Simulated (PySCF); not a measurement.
# C4H7B: the cost of one run

Computed with PySCF 2.14.0, with density-fitted response routines of our own, on a single molecule in the gas phase. Atoms are numbered from 0 throughout.

## Step 1: The starting structure

12 atoms, charge 0, multiplicity 1; geometry from: GFN2-xTB. The atoms were then displaced at random by about 0.01 Å, so the start is not that level's minimum.

Bonds of the start (Å): B0–C1 1.54, C1–C2 1.44, C2–C3 1.23, C3–C4 1.42, B0–H5 1.18, B0–H6 1.18, C1–H7 1.11, C1–H8 1.09, C4–H9 1.09, C4–H10 1.10, C4–H11 1.10.

## Step 2: Optimising the geometry at PBE0-D3(BJ)/def2-SVP

Job settings and geometry (Å):

```
{"job": {"xc": "PBE0", "basis": "def2-SVP", "d3": "d3bj", "grid": 1, "shake": 0.01, "kind": "geom"}, "charge": 0, "multiplicity": 1}
B     -1.893050    -0.315010    -1.519470
C     -0.385830    -0.612390    -1.391360
C      0.250600    -0.158180    -0.182870
C      0.834490     0.224870     0.827980
C      1.440450     0.673540     2.036510
H     -2.467450    -0.609570    -2.506420
H     -2.492590     0.250180    -0.671370
H      0.171390    -0.183040    -2.255000
H     -0.240900    -1.687810    -1.456300
H      2.433210     1.068880     1.832510
H      1.533580    -0.149570     2.759430
H      0.855800     1.469840     2.517330
```

On the command line:

```
$ OMP_NUM_THREADS=1 python probes_run.py task.json out
```

The driver reads the jobs from task.json and runs them one after another.

**Question.** How long does this first job take on 1 thread of Arm Neoverse V1, shared host, and how much memory does it need?

About 25 s, with a peak of 0.43 GiB.
